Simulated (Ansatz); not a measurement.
**ReBi (CsCl type): how the settings move a single-point run**

Aim: see which settings change the result for ReBi (CsCl type), by how much, and at what cost.

Method: reference: DFT, PBE, all-electron LAPW, scalar-relativistic, in Ansatz 0.2.0.

1 further run of the same task is left out (it didn't finish). Runs told in other sessions of the task aren't counted.

### 1 The starting structure

It takes space group Pm-3m (No. 221, cubic). Conventional cell: a = 2.502 Å, b = 2.502 Å, c = 2.502 Å, α = 90.00°, β = 90.00°, γ = 90.00°. Around Re (site symmetry m-3m) lie 8 Bi at 2.17 Å. Bi (site symmetry m-3m) is surrounded by 8 Re at 2.17 Å.

Structure file:

```
Re Bi
1.0
     2.50201    0.00000    0.00000
     0.00000    2.50201    0.00000
     0.00000    0.00000    2.50201
Re Bi
1 1
Direct
  0.00000 0.00000 0.00000
  0.50000 0.50000 0.50000
```

### 2 The reference run

Contents of input.yaml:

```yaml
crystal:
  lattice:
    - [2.5020086683, 0.0, 0.0]
    - [0.0, 2.5020086683, 0.0]
    - [0.0, 0.0, 2.5020086683]
  atoms:
    - { symbol: Re, position: [0.0, 0.0, 0.0] }
    - { symbol: Bi, position: [0.5, 0.5, 0.5] }
kpoints:
  mp_grid: { grid: [11, 11, 11] }
  band_path:
    path:
      - [0.0, 0.0, 0.0]
      - [0.0, 0.5, 0.0]
      - [0.5, 0.5, 0.0]
      - [0.0, 0.0, 0.0]
      - [0.5, 0.5, 0.5]
      - [0.0, 0.5, 0.0]
      - [0.5, 0.5, 0.5]
      - [0.5, 0.5, 0.0]
    npoints: 8
scf:
  occupations: { method: fermi_dirac, width: 0.05 }
hamiltonian:
  xc: pbe
  pseudopotentials: { kind: all_electron, lapw: { basis_error: 0.001 } }
output:
  forces: true
  stress: true
  eigenvalues: true
  populations: true
  dos: { projected: true, de: 0.2, e_range: [-14, 8] }
```

Command:

```bash
$ ansatz run input.yaml --threads 1 --pin off --max-ram 2048MiB --backend cpu --events-out ev --progress --plain --runs-dir out
```

### 3 Changed: xc revpbe

input.yaml: that of step 2 with these lines changed.

```diff
@@ -24,3 +24,3 @@
 hamiltonian:
-  xc: pbe
+  xc: revpbe
   pseudopotentials: { kind: all_electron, lapw: { basis_error: 0.001 } }
@@ -31,2 +31 @@
   populations: true
-  dos: { projected: true, de: 0.2, e_range: [-14, 8] }
```

What does the calculation give? Wanted: for each run, ending; energy change; pressure; gap; force.

As calculated:

| run | ending | energy change | pressure (GPa) | gap (eV) | force (eV/Å) | cycles | time |
| --- | --- | --- | --- | --- | --- | --- | --- |
| reference | converged | - | 1248.5 | 0.00 | 0.00 | 9 | 73 s |
| 1: xc revpbe | converged | not comparable | 1254.7 | 0.00 | 0.00 | 9 | 73 s |

Times don't compare one to one where runs were asked for different outputs or read a saved state (see the inputs); cycles may leave out searches for a lower state.

Residual by cycle in the longest SCF loop of each run; runs are numbered as in the table. The quantity is the density residual dr2, in eV.

| cycle | reference | run 1 |
| --- | --- | --- |
| 1 | 3.15 | 3.14 |
| 2 | 0.995 | 0.992 |
| 3 | 0.197 | 0.198 |
| 4 | 7.9e-4 | 7.7e-4 |
| 5 | 1.5e-4 | 1.5e-4 |
| 6 | 6.7e-5 | 7.0e-5 |
| 7 | 1.4e-5 | 1.5e-5 |
| 8 | 6.6e-7 | 6.9e-7 |
| 9 | 6.8e-9 | 7.2e-9 |

Total energies don't compare across a change of functional; the pressure goes from 1248.5 to 1254.7 GPa. At this fixed cell a higher pressure means that this functional prefers a larger volume than the reference. The structure is not at rest: the sound run finds 1248 GPa, so these are no properties of the relaxed crystal. 
